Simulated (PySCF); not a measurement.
# C5H6F2: electronic excitations at several levels of theory

Aim: compute the electronic excitations of C5H6F2 (`FCC1=C(F)CC1`) at several levels, and see how far they spread and what each costs.

The runs use PySCF 2.14.0, with density-fitted response routines of our own; the level of theory stands in each step. All values are computed, except where a source is named. Atoms are numbered from 0 throughout.

## (1) The molecule as given

13 atoms, charge 0, multiplicity 1; geometry from: PBE0-D3(BJ)/def2-SVP.

Bonds of the start (Å): F0–C1 1.38, C1–C2 1.48, C2–C3 1.34, C3–F4 1.32, C3–C5 1.49, C5–C6 1.56, C6–C2 1.52, C1–H7 1.11, C1–H8 1.10, C5–H9 1.10, C5–H10 1.10, C6–H11 1.10, C6–H12 1.10.

## (2) Excited states and response: PBE0/def2-TZVP

The job: settings as JSON, then the geometry in Å.

```
{"job": {"kind": "uv", "xc": "PBE0", "basis": "def2-TZVP"}, "charge": 0, "multiplicity": 1}
F      1.994908    -0.631424     1.675999
C      1.848426    -0.308740     0.344357
C      0.439423     0.011724     0.030801
C     -0.229323     1.067707    -0.449899
F      0.143678     2.265376    -0.853178
C     -1.593621     0.463775    -0.407729
C     -0.845293    -0.783183     0.161724
H      2.191136    -1.175157    -0.249795
H      2.497073     0.551174     0.109530
H     -2.084702     0.309713    -1.381777
H     -2.306639     0.943033     0.281818
H     -0.913679    -1.682105    -0.472047
H     -1.122260    -1.044031     1.194600
```

Level: TDDFT PBE0/def2-TZVP, vertical, gas phase, core orbitals frozen in the response.

On the command line:

```bash
> OMP_NUM_THREADS=1 python probes_run.py task.json out
```

One launch serves the whole session: the jobs run in the order shown.

Log:

```text
coarse grid: 11328 points
cycle   1  E = -393.4403033764  dE =  1.029e+00  |g| = 6.252e-01  |ddm| = 3.685e+00
cycle   2  E = -393.3859508610  dE =  5.435e-02  |g| = 8.740e-01  |ddm| = 1.853e+00
cycle   3  E = -393.5061620325  dE = -1.202e-01  |g| = 8.156e-02  |ddm| = 1.181e+00
cycle   4  E = -393.5071387902  dE = -9.768e-04  |g| = 4.323e-02  |ddm| = 1.489e-01
cycle   5  E = -393.5075284449  dE = -3.897e-04  |g| = 1.127e-02  |ddm| = 6.126e-02
cycle   6  E = -393.5075507839  dE = -2.234e-05  |g| = 5.332e-03  |ddm| = 1.265e-02
cycle   7  E = -393.5075571131  dE = -6.329e-06  |g| = 4.807e-04  |ddm| = 4.275e-03
final grid: 111480 points
cycle   8  E = -393.5036241913  dE = -7.645e-05  |g| = 7.101e-03  |ddm| = 9.806e-02
cycle   9  E = -393.5036178079  dE =  6.383e-06  |g| = 9.182e-03  |ddm| = 1.398e-02
cycle  10  E = -393.5036353174  dE = -1.751e-05  |g| = 1.434e-03  |ddm| = 7.898e-03
cycle  11  E = -393.5036356249  dE = -3.075e-07  |g| = 3.727e-04  |ddm| = 2.315e-03
cycle  12  E = -393.5036356468  dE = -2.182e-08  |g| = 1.627e-04  |ddm| = 5.540e-04
cycle  13  E = -393.5036356527  dE = -5.943e-09  |g| = 3.597e-05  |ddm| = 1.729e-04
cycle  14  E = -393.5036356530  dE = -2.675e-10  |g| = 9.088e-06  |ddm| = 3.781e-05
converged SCF energy = -393.5036356530

Static polarisability (au): isotropic 58.114, principal 45.606 58.139 70.596

Singlet excitations
state   eV       nm        f      main configurations
  1   6.8283    181.6   0.28584   H->L 0.93
  2   7.2959    169.9   0.00482   H->L+1 0.97
  3   7.7638    159.7   0.00340   H-1->L 0.94
  4   7.8369    158.2   0.01676   H->L+2 0.74, H->L+3 0.22
  5   7.9678    155.6   0.00969   H->L+3 0.71, H->L+2 0.24
  6   8.1453    152.2   0.00603   H-2->L 0.88
  7   8.3809    147.9   0.05947   H->L+4 0.89
  8   8.6323    143.6   0.02085   H-3->L 0.53, H->L+5 0.38
  9   8.7314    142.0   0.02648   H->L+5 0.53, H-3->L 0.40
 10   9.1929    134.9   0.01197   H-5->L 0.71, H-4->L 0.11

Triplet excitations (Tamm-Dancoff, eV): 4.2923 7.0812 7.3120 7.6045
```

Wall time 43 s (1 thread of Arm Neoverse V1, shared host); peak memory 0.92 GiB.

The orbitals next to the gap, with their largest atomic shares:

| orbital | eV | atoms |
| --- | --- | --- |
| HOMO−3 | -10.16 | C5 34 %, C6 28 %, F4 13 % |
| HOMO−2 | -9.64 | F0 34 %, C1 21 %, H7 10 % |
| HOMO−1 | -9.33 | F0 19 %, C2 18 %, C1 17 % |
| HOMO | -7.22 | C2 35 %, C3 29 %, F4 9 % |
| LUMO | 0.16 | C3 31 %, C2 26 %, C1 17 % |
| LUMO+1 | 1.34 | H11 17 %, H9 17 %, H10 13 % |
| LUMO+2 | 1.86 | H7 22 %, H8 19 %, H10 12 % |

With each of the 10 states as a Gaussian band of 0.4 eV half-width at 1/e, the curve within the window shown has maxima at 182 nm (ε 12,000), 147 nm (ε 4,000) L/(mol cm). Beyond the last state computed it falls off for lack of states. The curve at chosen wavelengths:

(nm, ε (L/mol/cm)): (131, 314), (134, 703), (136, 1079), (139, 1930), (142, 3020), (145, 3839), (147, 3994), (150, 3635), (153, 2921), (155, 2448), (158, 1854), (161, 1412), (164, 1249), (166, 1452), (169, 2507), (172, 4622), (175, 7467), (177, 9329), (180, 11255), (183, 11507), (185, 10722), (188, 8572), (191, 6019), (194, 3756), (196, 2583), (199, 1357)

Ground-state properties from the same run:

| property | computed |
| --- | --- |
| dipole moment (D) | 1.80 |
| polarisability (Å³) | 8.61 |
| HOMO–LUMO gap (eV) | 7.37 |
| −ε(HOMO) (eV) | 7.22 |

## (3) Ultraviolet spectrum: PBE0/aug-cc-pVDZ

The job, as its differences from that of step 2:

```diff
@@ -1,2 +1,2 @@
-{"job": {"kind": "uv", "xc": "PBE0", "basis": "def2-TZVP"}, "charge": 0, "multiplicity": 1}
+{"job": {"kind": "uv", "xc": "PBE0", "basis": "aug-cc-pVDZ"}, "charge": 0, "multiplicity": 1}
 F      1.994908    -0.631424     1.675999
```

With the program's defaults for keys left out, this is: TDDFT PBE0/aug-cc-pVDZ, vertical, gas phase, core orbitals frozen in the response.

Log:

```text
coarse grid: 11328 points
cycle   1  E = -393.3286826509  dE =  1.058e+00  |g| = 5.598e-01  |ddm| = 9.567e+00
cycle   2  E = -393.2816242750  dE =  4.706e-02  |g| = 7.768e-01  |ddm| = 2.466e+00
cycle   3  E = -393.3868422012  dE = -1.052e-01  |g| = 7.761e-02  |ddm| = 1.366e+00
cycle   4  E = -393.3878567536  dE = -1.015e-03  |g| = 3.814e-02  |ddm| = 2.559e-01
cycle   5  E = -393.3881749607  dE = -3.182e-04  |g| = 1.057e-02  |ddm| = 1.081e-01
cycle   6  E = -393.3881959335  dE = -2.097e-05  |g| = 4.738e-03  |ddm| = 2.869e-02
cycle   7  E = -393.3882010963  dE = -5.163e-06  |g| = 3.919e-04  |ddm| = 9.770e-03
final grid: 111480 points
cycle   8  E = -393.3969410294  dE = -3.408e-05  |g| = 8.319e-03  |ddm| = 2.704e-01
cycle   9  E = -393.3969284333  dE =  1.260e-05  |g| = 1.175e-02  |ddm| = 5.823e-02
cycle  10  E = -393.3969568130  dE = -2.838e-05  |g| = 1.363e-03  |ddm| = 2.575e-02
cycle  11  E = -393.3969571649  dE = -3.519e-07  |g| = 2.850e-04  |ddm| = 3.342e-03
cycle  12  E = -393.3969571777  dE = -1.284e-08  |g| = 1.529e-04  |ddm| = 8.311e-04
cycle  13  E = -393.3969571833  dE = -5.606e-09  |g| = 2.572e-05  |ddm| = 3.552e-04
cycle  14  E = -393.3969571834  dE = -1.411e-10  |g| = 8.940e-06  |ddm| = 8.457e-05
converged SCF energy = -393.3969571834

Static polarisability (au): isotropic 61.098, principal 48.311 61.130 73.853

Singlet excitations
state   eV       nm        f      main configurations
  1   6.1310    202.2   0.00512   H->L 0.71, H->L+1 0.25
  2   6.5093    190.5   0.15970   H->L+1 0.54, H->L 0.23, H->L+4 0.08
  3   6.6041    187.7   0.02608   H->L+2 0.86, H->L+1 0.10
  4   6.7281    184.3   0.02420   H->L+3 0.90
  5   7.1223    174.1   0.10390   H->L+4 0.86
  6   7.3886    167.8   0.00839   H->L+5 0.80, H->L+6 0.15
  7   7.5566    164.1   0.01127   H->L+6 0.77, H->L+5 0.16
  8   7.7149    160.7   0.00208   H-1->L+1 0.51, H-1->L 0.38
  9   7.8366    158.2   0.01807   H->L+7 0.94
 10   7.9684    155.6   0.00262   H->L+8 0.76, H->L+9 0.12

Triplet excitations (Tamm-Dancoff, eV): 4.2835 6.0352 6.5153 6.6478
```

Wall time 34 s (1 thread of Arm Neoverse V1, shared host); peak memory 0.89 GiB.

This run: HOMO -7.23 eV, LUMO -0.10 eV; lowest singlet 6.13 eV.

## (4) Excited states and response: PBE0/6-31+G*

The job, as its differences from that of step 3:

```diff
@@ -1,2 +1,2 @@
-{"job": {"kind": "uv", "xc": "PBE0", "basis": "aug-cc-pVDZ"}, "charge": 0, "multiplicity": 1}
+{"job": {"kind": "uv", "xc": "PBE0", "basis": "6-31+G*"}, "charge": 0, "multiplicity": 1}
 F      1.994908    -0.631424     1.675999
```

With the program's defaults for keys left out, this is: TDDFT PBE0/6-31+G*, vertical, gas phase, core orbitals frozen in the response.

Log:

```text
coarse grid: 11328 points
cycle   1  E = -393.3316606252  dE =  1.045e+00  |g| = 5.445e-01  |ddm| = 5.129e+00
cycle   2  E = -393.2891000668  dE =  4.256e-02  |g| = 7.496e-01  |ddm| = 2.411e+00
cycle   3  E = -393.3883013973  dE = -9.920e-02  |g| = 7.601e-02  |ddm| = 1.533e+00
cycle   4  E = -393.3892909413  dE = -9.895e-04  |g| = 3.806e-02  |ddm| = 2.683e-01
cycle   5  E = -393.3896098876  dE = -3.189e-04  |g| = 1.049e-02  |ddm| = 1.033e-01
cycle   6  E = -393.3896317737  dE = -2.189e-05  |g| = 4.164e-03  |ddm| = 4.042e-02
cycle   7  E = -393.3896357519  dE = -3.978e-06  |g| = 4.143e-04  |ddm| = 1.531e-02
final grid: 111480 points
cycle   8  E = -393.3588989800  dE = -2.485e-05  |g| = 8.833e-03  |ddm| = 1.433e-01
cycle   9  E = -393.3588840523  dE =  1.493e-05  |g| = 1.277e-02  |ddm| = 5.553e-02
cycle  10  E = -393.3589162382  dE = -3.219e-05  |g| = 1.321e-03  |ddm| = 3.332e-02
cycle  11  E = -393.3589165882  dE = -3.500e-07  |g| = 2.657e-04  |ddm| = 2.706e-03
cycle  12  E = -393.3589165999  dE = -1.171e-08  |g| = 1.447e-04  |ddm| = 9.736e-04
cycle  13  E = -393.3589166049  dE = -5.016e-09  |g| = 2.166e-05  |ddm| = 4.638e-04
cycle  14  E = -393.3589166050  dE = -9.823e-11  |g| = 8.156e-06  |ddm| = 9.352e-05
converged SCF energy = -393.3589166050

Static polarisability (au): isotropic 56.815, principal 44.723 56.489 69.232

Singlet excitations
state   eV       nm        f      main configurations
  1   6.5332    189.8   0.00714   H->L+1 0.92
  2   6.6567    186.3   0.20505   H->L 0.82
  3   6.9583    178.2   0.03485   H->L+2 0.91
  4   7.0851    175.0   0.02248   H->L+3 0.87, H->L+4 0.09
  5   7.4474    166.5   0.08012   H->L+4 0.83
  6   7.7555    159.9   0.00513   H-1->L 0.54, H->L+5 0.35
  7   7.7859    159.2   0.00083   H->L+5 0.51, H-1->L 0.40
  8   7.9875    155.2   0.01554   H->L+6 0.77, H->L+7 0.11
  9   8.1191    152.7   0.00232   H-2->L 0.74, H->L+7 0.15
 10   8.2107    151.0   0.01870   H->L+7 0.53, H->L+8 0.17, H-2->L 0.13

Triplet excitations (Tamm-Dancoff, eV): 4.2765 6.3808 6.8159 6.9914
```

Wall time 18 s (1 thread of Arm Neoverse V1, shared host); peak memory 0.71 GiB.

In short: HOMO -7.24 eV, LUMO 0.04 eV; lowest singlet 6.53 eV.

## (5) Side by side: electronic excitations

Excitations and ground-state properties, with basis size and wall time:

| run | lowest singlet (eV) | brightest (eV) | f | gap (eV) | α (Å³) | μ (D) | functions | time |
| --- | --- | --- | --- | --- | --- | --- | --- | --- |
| PBE0/def2-TZVP | 6.83 | 6.83 | 0.286 | 7.37 | 8.61 | 1.80 | 253 | 43 s |
| PBE0/aug-cc-pVDZ | 6.13 | 6.51 | 0.160 | 7.13 | 9.05 | 1.86 | 215 | 34 s |
| PBE0/6-31+G* | 6.53 | 6.66 | 0.205 | 7.28 | 8.42 | 2.01 | 138 | 18 s |

## (6) What came out

| quantity | value |
| --- | --- |
| lowest singlet (PBE0/def2-TZVP) | 6.83 eV (182 nm), f = 0.286 |
| lowest triplet | 4.29 eV |
| range of the lowest singlet | 6.13 to 6.83 eV |

Single values in the summary come from the first sound run of each kind (PBE0/def2-TZVP), which need not be the best level. The first singlet state (HOMO→LUMO 0.93) lies at 6.83 eV and is bright. The lowest triplet lies 2.54 eV below the lowest singlet (triplets in Tamm-Dancoff, singlets in full TDDFT). The basis of PBE0/def2-TZVP has no diffuse functions, so Rydberg states are missing and the high states are unreliable. The lowest singlet runs from 6.13 eV (PBE0/aug-cc-pVDZ) to 6.83 eV (PBE0/def2-TZVP), while the orbital gap spans 7.13 to 7.37 eV. The lowest state need not be the same one in every run.
